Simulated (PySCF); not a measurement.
# A gas-phase reaction: AlH3O + H2O2Zn → AlH3O2Zn + H2O

What reaction energy should one expect for `[OH][AlH2]` + `[OH][Zn][OH]` → `[OH][Zn][O][AlH2]` + `O`?

Programs: PySCF 2.14.0. All values are calculated, for the isolated system unless a continuum is named. Atoms count from 0, parts from 1.

## (1) The system as given

Each species was relaxed by itself at PBE0-D3(BJ)/def2-SVPD.

## (2) Reaction energy: wB97M-D3(BJ)/def2-TZVPD

Job settings and geometry (Å):

```
{"job": {"kind": "react", "xc": "wB97M-D3(BJ)", "basis": "def2-TZVPD"}, "charge": 0, "multiplicity": 1}
-1 AlH3O charge 0 multiplicity 1
O     -0.381270     0.836210     0.630650
Al     0.196860    -0.423580    -0.318170
H     -0.707870     1.546530     1.165140
H     -0.674670    -1.738960    -0.441040
H      1.588020    -0.240100    -1.049630

-1 H2O2Zn charge 0 multiplicity 1
O     -0.074810     1.404600    -1.129970
Zn     0.123940    -0.068990    -0.160540
O      0.479290    -1.630060     0.605740
H     -0.630930     2.106560    -0.784730
H      0.102510    -1.812110     1.469510

+1 AlH3O2Zn charge 0 multiplicity 1
O      1.005560     2.905250     0.648940
Zn     0.452500     1.261850     0.275600
O     -0.210660    -0.315180    -0.088260
Al    -0.868270    -1.838260    -0.425190
H      1.950190     3.047140     0.745450
H     -1.517350    -2.097920    -1.850100
H     -0.811990    -2.962910     0.693550

+1 H2O charge 0 multiplicity 1
O     -0.007770     0.389220     0.009120
H     -0.758840    -0.209820    -0.005600
H      0.766660    -0.179360    -0.003540
```

With the program's defaults for keys left out, this is: wB97M-D3(BJ)/def2-TZVPD reaction energy of separated species, gas phase.

Command:

```sh
$ OMP_NUM_THREADS=1 python cluster_run.py task.json out
```

This one command runs all jobs of the session in turn.

The program printed:

```text
species 1 (AlH3O)
coarse grid: 18952 points
cycle   1  E = -319.4826208517  dE = -1.033e-01  |g| = 7.383e-01  |ddm| = 1.714e+00
cycle   2  E = -319.4398869977  dE =  4.273e-02  |g| = 9.248e-01  |ddm| = 7.232e-01
cycle   3  E = -319.5845074927  dE = -1.446e-01  |g| = 3.250e-02  |ddm| = 3.745e-01
cycle   4  E = -319.5849054487  dE = -3.980e-04  |g| = 1.015e-02  |ddm| = 6.395e-02
cycle   5  E = -319.5849385237  dE = -3.307e-05  |g| = 1.828e-03  |ddm| = 1.249e-02
cycle   6  E = -319.5849404961  dE = -1.972e-06  |g| = 3.688e-04  |ddm| = 3.533e-03
final grid: 39216 points
cycle   7  E = -319.5849546919  dE = -8.898e-08  |g| = 2.071e-04  |ddm| = 1.405e-03
cycle   8  E = -319.5849546973  dE = -5.321e-09  |g| = 2.167e-04  |ddm| = 2.701e-04
cycle   9  E = -319.5849547049  dE = -7.596e-09  |g| = 2.552e-05  |ddm| = 9.541e-05
cycle  10  E = -319.5849547053  dE = -4.634e-10  |g| = 7.661e-06  |ddm| = 4.587e-05
converged SCF energy = -319.5849547053

species 2 (H2O2Zn)
coarse grid: 22744 points
cycle   1  E = -1930.9719171978  dE = -1.731e-01  |g| = 1.280e+00  |ddm| = 1.963e+00
cycle   2  E = -1930.7592243121  dE =  2.127e-01  |g| = 1.992e+00  |ddm| = 2.044e+00
cycle   3  E = -1931.2083199671  dE = -4.491e-01  |g| = 1.165e-01  |ddm| = 1.037e+00
cycle   4  E = -1931.2096596929  dE = -1.340e-03  |g| = 7.232e-02  |ddm| = 7.512e-02
cycle   5  E = -1931.2102312157  dE = -5.715e-04  |g| = 1.087e-02  |ddm| = 3.991e-02
cycle   6  E = -1931.2102815917  dE = -5.038e-05  |g| = 2.325e-03  |ddm| = 1.995e-02
cycle   7  E = -1931.2102862494  dE = -4.658e-06  |g| = 1.043e-03  |ddm| = 7.019e-03
final grid: 46200 points
cycle   8  E = -1931.2102003154  dE = -3.598e-07  |g| = 1.047e-03  |ddm| = 2.372e-03
cycle   9  E = -1931.2102002703  dE =  4.518e-08  |g| = 1.743e-03  |ddm| = 9.143e-04
cycle  10  E = -1931.2102004651  dE = -1.949e-07  |g| = 1.176e-04  |ddm| = 4.663e-04
cycle  11  E = -1931.2102004732  dE = -8.012e-09  |g| = 1.048e-04  |ddm| = 2.216e-04
cycle  12  E = -1931.2102004765  dE = -3.314e-09  |g| = 1.120e-05  |ddm| = 2.116e-04
cycle  13  E = -1931.2102004765  dE = -4.093e-11  |g| = 1.317e-06  |ddm| = 1.619e-05
converged SCF energy = -1931.2102004765

species 3 (AlH3O2Zn)
coarse grid: 31568 points
cycle   1  E = -2174.0466954482  dE = -1.952e-01  |g| = 1.371e+00  |ddm| = 2.820e+00
cycle   2  E = -2173.7543145592  dE =  2.924e-01  |g| = 2.156e+00  |ddm| = 2.427e+00
cycle   3  E = -2174.3291069231  dE = -5.748e-01  |g| = 1.071e-01  |ddm| = 1.262e+00
cycle   4  E = -2174.3303813688  dE = -1.274e-03  |g| = 8.040e-02  |ddm| = 1.327e-01
cycle   5  E = -2174.3312364066  dE = -8.550e-04  |g| = 1.331e-02  |ddm| = 5.813e-02
cycle   6  E = -2174.3313001254  dE = -6.372e-05  |g| = 5.154e-03  |ddm| = 2.613e-02
cycle   7  E = -2174.3313055257  dE = -5.400e-06  |g| = 2.811e-03  |ddm| = 7.558e-03
final grid: 63464 points
cycle   8  E = -2174.3312115286  dE =  1.284e-07  |g| = 3.944e-03  |ddm| = 6.744e-03
cycle   9  E = -2174.3312093643  dE =  2.164e-06  |g| = 5.617e-03  |ddm| = 5.223e-03
cycle  10  E = -2174.3312139897  dE = -4.625e-06  |g| = 2.984e-04  |ddm| = 2.809e-03
cycle  11  E = -2174.3312140042  dE = -1.451e-08  |g| = 1.238e-04  |ddm| = 2.978e-04
cycle  12  E = -2174.3312140158  dE = -1.155e-08  |g| = 2.316e-05  |ddm| = 5.140e-04
cycle  13  E = -2174.3312140159  dE = -1.037e-10  |g| = 9.978e-06  |ddm| = 4.216e-05
converged SCF energy = -2174.3312140159

species 4 (H2O)
coarse grid: 10128 points
cycle   1  E = -76.4117498894  dE = -7.454e-02  |g| = 5.872e-01  |ddm| = 8.994e-01
cycle   2  E = -76.4087420176  dE =  3.008e-03  |g| = 6.461e-01  |ddm| = 5.038e-01
cycle   3  E = -76.4759336376  dE = -6.719e-02  |g| = 2.731e-02  |ddm| = 2.374e-01
cycle   4  E = -76.4760588417  dE = -1.252e-04  |g| = 5.497e-03  |ddm| = 1.609e-02
cycle   5  E = -76.4760675186  dE = -8.677e-06  |g| = 8.214e-04  |ddm| = 5.831e-03
final grid: 21952 points
cycle   6  E = -76.4760630262  dE = -1.976e-07  |g| = 5.847e-04  |ddm| = 1.373e-03
cycle   7  E = -76.4760630331  dE = -6.837e-09  |g| = 6.470e-04  |ddm| = 6.471e-04
cycle   8  E = -76.4760630968  dE = -6.371e-08  |g| = 3.200e-05  |ddm| = 2.237e-04
cycle   9  E = -76.4760630976  dE = -8.239e-10  |g| = 4.131e-06  |ddm| = 1.105e-04
converged SCF energy = -76.4760630976

Reaction energy = -7.671 kcal/mol
```

It took 26 s on 1 thread of Arm Neoverse V1, shared host; peak memory 0.72 GiB.

Species by species (with the dispersion term, which the log's SCF energies lack):

```tsv
ν	species	energy (Eh)	HOMO (eV)
-1	[OH][AlH2]	-319.58725	-10.38
-1	[OH][Zn][OH]	-1931.21282	-10.75
+1	[OH][Zn][O][AlH2]	-2174.33547	-10.15
+1	O	-76.47682	-11.72
```

## (3) Reaction energy: PBE0-D3(BJ)/def2-TZVPD

Same as in step 2 but for these lines:

```diff
@@ -1,2 +1,2 @@
-{"job": {"kind": "react", "xc": "wB97M-D3(BJ)", "basis": "def2-TZVPD"}, "charge": 0, "multiplicity": 1}
+{"job": {"kind": "react", "xc": "PBE0", "basis": "def2-TZVPD", "disp": "d3bj"}, "charge": 0, "multiplicity": 1}
 -1 AlH3O charge 0 multiplicity 1
```

Level: PBE0-D3(BJ)/def2-TZVPD reaction energy of separated species, gas phase.

The program printed:

```text
species 1 (AlH3O)
coarse grid: 4576 points
cycle   1  E = -319.2139145209  dE = -2.504e-02  |g| = 8.032e-01  |ddm| = 1.809e+00
cycle   2  E = -318.8836181332  dE =  3.303e-01  |g| = 1.506e+00  |ddm| = 9.727e-01
cycle   3  E = -319.3277913143  dE = -4.442e-01  |g| = 8.299e-02  |ddm| = 6.750e-01
cycle   4  E = -319.3294179343  dE = -1.627e-03  |g| = 1.638e-02  |ddm| = 6.682e-02
cycle   5  E = -319.3294642409  dE = -4.631e-05  |g| = 2.335e-03  |ddm| = 1.134e-02
cycle   6  E = -319.3294656262  dE = -1.385e-06  |g| = 4.993e-04  |ddm| = 2.632e-03
final grid: 39216 points
cycle   7  E = -319.3295933421  dE = -1.173e-05  |g| = 4.155e-03  |ddm| = 1.962e-02
cycle   8  E = -319.3295884994  dE =  4.843e-06  |g| = 6.686e-03  |ddm| = 4.543e-03
cycle   9  E = -319.3295961122  dE = -7.613e-06  |g| = 1.881e-04  |ddm| = 2.764e-03
cycle  10  E = -319.3295961187  dE = -6.559e-09  |g| = 1.759e-05  |ddm| = 1.691e-04
cycle  11  E = -319.3295961188  dE = -9.470e-11  |g| = 7.599e-06  |ddm| = 3.562e-05
converged SCF energy = -319.3295961188

species 2 (H2O2Zn)
coarse grid: 22744 points
cycle   1  E = -1930.4323477857  dE = -3.878e-02  |g| = 1.458e+00  |ddm| = 2.080e+00
cycle   2  E = -1929.2870545170  dE =  1.145e+00  |g| = 3.091e+00  |ddm| = 3.090e+00
cycle   3  E = -1930.7383801054  dE = -1.451e+00  |g| = 1.054e-01  |ddm| = 2.202e+00
cycle   4  E = -1930.7377492603  dE =  6.308e-04  |g| = 1.572e-01  |ddm| = 1.424e-01
cycle   5  E = -1930.7404921173  dE = -2.743e-03  |g| = 1.015e-02  |ddm| = 6.198e-02
cycle   6  E = -1930.7405077162  dE = -1.560e-05  |g| = 4.858e-03  |ddm| = 1.237e-02
cycle   7  E = -1930.7405105295  dE = -2.813e-06  |g| = 3.639e-04  |ddm| = 2.890e-03
final grid: 46200 points
cycle   8  E = -1930.7405181698  dE = -6.501e-08  |g| = 3.822e-04  |ddm| = 8.981e-04
cycle   9  E = -1930.7405181417  dE =  2.810e-08  |g| = 6.132e-04  |ddm| = 5.685e-04
cycle  10  E = -1930.7405181876  dE = -4.585e-08  |g| = 5.273e-05  |ddm| = 3.002e-04
cycle  11  E = -1930.7405181880  dE = -4.275e-10  |g| = 1.172e-05  |ddm| = 4.197e-05
converged SCF energy = -1930.7405181880

species 3 (AlH3O2Zn)
coarse grid: 31568 points
cycle   1  E = -2173.3503680283  dE = -5.722e-02  |g| = 1.539e+00  |ddm| = 2.956e+00
cycle   2  E = -2171.8635869392  dE =  1.487e+00  |g| = 3.336e+00  |ddm| = 3.574e+00
cycle   3  E = -2173.6913270372  dE = -1.828e+00  |g| = 2.378e-01  |ddm| = 2.630e+00
cycle   4  E = -2173.6902992193  dE =  1.028e-03  |g| = 2.950e-01  |ddm| = 3.127e-01
cycle   5  E = -2173.7015116503  dE = -1.121e-02  |g| = 1.902e-02  |ddm| = 1.408e-01
cycle   6  E = -2173.7015370347  dE = -2.538e-05  |g| = 1.447e-02  |ddm| = 2.423e-02
cycle   7  E = -2173.7015705449  dE = -3.351e-05  |g| = 3.781e-03  |ddm| = 1.123e-02
cycle   8  E = -2173.7015724340  dE = -1.889e-06  |g| = 2.965e-04  |ddm| = 2.876e-03
final grid: 63464 points
cycle   9  E = -2173.7015393030  dE = -6.802e-08  |g| = 3.492e-04  |ddm| = 2.774e-03
cycle  10  E = -2173.7015392750  dE =  2.796e-08  |g| = 6.516e-04  |ddm| = 6.076e-04
cycle  11  E = -2173.7015393167  dE = -4.168e-08  |g| = 4.878e-05  |ddm| = 2.918e-04
cycle  12  E = -2173.7015393169  dE = -2.524e-10  |g| = 1.603e-05  |ddm| = 6.486e-05
converged SCF energy = -2173.7015393169

species 4 (H2O)
coarse grid: 2328 points
cycle   1  E = -76.3044244151  dE = -5.307e-03  |g| = 6.571e-01  |ddm| = 9.011e-01
cycle   2  E = -76.1881986849  dE =  1.162e-01  |g| = 1.036e+00  |ddm| = 7.256e-01
cycle   3  E = -76.3820259251  dE = -1.938e-01  |g| = 3.132e-02  |ddm| = 4.396e-01
cycle   4  E = -76.3822082430  dE = -1.823e-04  |g| = 5.864e-03  |ddm| = 1.606e-02
cycle   5  E = -76.3822133824  dE = -5.139e-06  |g| = 7.850e-04  |ddm| = 2.507e-03
final grid: 21952 points
cycle   6  E = -76.3808944365  dE = -1.510e-05  |g| = 3.442e-03  |ddm| = 9.224e-03
cycle   7  E = -76.3808924788  dE =  1.958e-06  |g| = 4.743e-03  |ddm| = 3.310e-03
cycle   8  E = -76.3808961800  dE = -3.701e-06  |g| = 2.518e-04  |ddm| = 1.961e-03
cycle   9  E = -76.3808961906  dE = -1.061e-08  |g| = 2.389e-05  |ddm| = 1.099e-04
cycle  10  E = -76.3808961907  dE = -1.107e-10  |g| = 3.293e-06  |ddm| = 1.505e-05
converged SCF energy = -76.3808961907

Reaction energy = -8.011 kcal/mol
```

It took 12 s on 1 thread of Arm Neoverse V1, shared host; peak memory 0.64 GiB.

Reaction energy at this level: -8.01 kcal/mol.

## (4) Side by side

Energies in kcal/mol, with wall time:

```tsv
run	reaction	time
wB97M-D3(BJ)/def2-TZVPD	-7.67	26 s
PBE0-D3(BJ)/def2-TZVPD	-8.01	12 s
```

## (5) Outcome

| quantity | value |
| --- | --- |
| reaction energy (wB97M-D3(BJ)/def2-TZVPD) | -7.67 kcal/mol |
| ΔH, ΔG at 298 K (xTB thermal terms) | -7.5, -8.1 kcal/mol |
| range of the reaction energy over the runs of this table | -8.01 to -7.67 kcal/mol |

In words: The reaction is exothermic by 7.5 kcal/mol in the gas phase; dispersion gives -0.06, and xTB itself gave 0.05 for the electronic energy (xTB energies and thermal terms come from the earlier relaxation of each species, not shown). No barrier was sought. The reaction energy runs from -8.01 (PBE0-D3(BJ)/def2-TZVPD) to -7.67 kcal/mol (wB97M-D3(BJ)/def2-TZVPD).
